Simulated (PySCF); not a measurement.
# C2H2N2S2Si (Si(NCS)2H2): the cost of one run

Computed with PySCF 2.14.0, with density-fitted response routines of our own, on a single molecule in the gas phase. Atoms are numbered from 0 throughout.

## (1) The molecule as given

9 atoms, charge 0, multiplicity 1; geometry from: GFN2-xTB. The atoms were then displaced at random by about 0.03 Å, so the start is not that level's minimum.

Bonds of the start (Å): Si0–N1 1.69, Si0–N4 1.66, Si0–H7 1.55, Si0–H8 1.40, N1–C2 1.18, C2–S3 1.54, N4–C5 1.18, C5–S6 1.58.

## (2) Optimising the geometry at PBE0-D3(BJ)/def2-SVP

What the job is given:

```
{"job": {"xc": "PBE0", "basis": "def2-SVP", "d3": "d3bj", "grid": 1, "maxiter": 40, "shake": 0.03, "kind": "geom"}, "charge": 0, "multiplicity": 1}
Si    -0.661590    -0.070860    -0.491510
N     -0.631040    -0.002230     1.199340
C     -0.942680    -0.022920     2.340310
S     -1.060980    -0.041310     3.879680
N      0.916140    -0.038040    -1.009110
C      1.897590     0.023150    -1.655290
S      3.262740     0.026060    -2.450960
H     -1.285610     1.271810    -0.955240
H     -1.361820    -1.215110    -0.882870
```

Run with:

```bash
> OMP_NUM_THREADS=1 python probes_run.py task.json out
```

This one command runs all jobs of the session in turn.

Q: Estimate the wall time and peak memory of this first job on 1 thread of Intel Xeon at 2.70GHz, shared host.

About 99 s, with a peak of 0.5 GiB.
